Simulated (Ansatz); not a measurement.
# C₂H₂Zn: one species, many methods

The task here is to estimate one member of a computed series from the others.

Computed with Ansatz 0.2.0, Gaussian basis. Level: functionals in def2-TZVPP, the program's frozen cores in correlated methods.

Plan: LDA (SPW92), PBE-D4, revPBE-D4, BLYP-D4, r2SCAN-D4, B97M-V, PBE0-D4, B3LYP-D4, r2SCANh-D4, r2SCAN0-D4, HSE06-D4, BHLYP-D4, CAM-B3LYP-D4, LC-ωPBE, ωB97X-V, ωB97M-V, B2PLYP, PBE-QIDH; CCSD(T)/def2-SVP; CCSD(T)/def2-TZVPP; MP2/def2-QZVPP; extrapolation to the limit; RPA on PBE.

### The geometry

An earlier PBE0-D4 in a triple-zeta def2 set relaxation fixed the geometry.

SMILES `C#[C][ZnH]`, 5 atoms, charge 0, spin multiplicity 1.

Atoms are counted from 1 here; the program's logs count them from 0.

Bond lengths: C1–C2 1.211 Å, C1–H4 1.066 Å, C2–Zn3 1.882 Å, Zn3–H5 1.528 Å. Angles: C2–C1–H4 180.0°, C1–C2–Zn3 179.8°, C2–Zn3–H5 179.9°.

Geometry (Å):

```xyz
5
charge 0, multiplicity 1
C    -1.2811    0.6310    0.6558
C    -0.2943    0.1426    0.1527
Zn    1.2400   -0.6120   -0.6337
H    -2.1503    1.0615    1.0988
H     2.4857   -1.2230   -1.2736
```

Set-up of the first run:

File in.yaml:

```yaml
crystal:
  periodic: [false, false, false]
  atoms:
    - {symbol: C, position_ang: [-1.281064, 0.630996, 0.655813]}
    - {symbol: C, position_ang: [-0.294314, 0.142576, 0.152678]}
    - {symbol: Zn, position_ang: [1.239995, -0.612042, -0.633672]}
    - {symbol: H, position_ang: [-2.150342, 1.061492, 1.098820]}
    - {symbol: H, position_ang: [2.485705, -1.223023, -1.273639]}
basis:
  gaussian: {orbitals: def2-TZVPP}
hamiltonian: {xc: lda}
output: {orbitals: {seedname: orbitals}}
```

Steps of the session up to this table: LDA; PBE-D4 (GGA); revPBE-D4 (GGA); BLYP-D4 (GGA); r2SCAN-D4 (meta-GGA); B97M-V (meta-GGA); PBE0-D4 (hybrid); B3LYP-D4 (hybrid); r2SCANh-D4 (hybrid); r2SCAN0-D4 (hybrid); HSE06-D4 (hybrid); BHLYP-D4 (hybrid); CAM-B3LYP-D4 (range-separated); LC-ωPBE (range-separated); ωB97X-V (range-separated); ωB97M-V (range-separated); B2PLYP (double hybrid); PBE-QIDH (double hybrid).

One table of the session follows, with a row left open; its other results are not shown here.

It belongs to the step «Orbital energies across the functionals». 

```
  functional  HOMO (eV)  gap (eV)
 LDA (SPW92)      -7.08      5.16
      PBE-D4      -6.87      5.17
   revPBE-D4      -6.79      5.19
     BLYP-D4      -6.70      5.06
   r2SCAN-D4      -7.08      5.69
      B97M-V      -7.03      5.46
     PBE0-D4      -8.03      7.13
    B3LYP-D4      -7.78      6.61
  r2SCANh-D4      -7.52      6.41
  r2SCAN0-D4      -8.18      7.48
    HSE06-D4      -7.62      6.36
    BHLYP-D4      -9.02      8.81
CAM-B3LYP-D4      -9.39      9.30
     LC-ωPBE     -10.84     11.83
     ωB97X-V          ?         ?
     ωB97M-V     -10.29     10.90
```

Q: Estimate the row for ωB97X-V from the others.

As computed: HOMO (eV): -10.41; gap (eV): 11.31. In the column «HOMO (eV)» it lies between LC-ωPBE (-10.84) and ωB97M-V (-10.29).
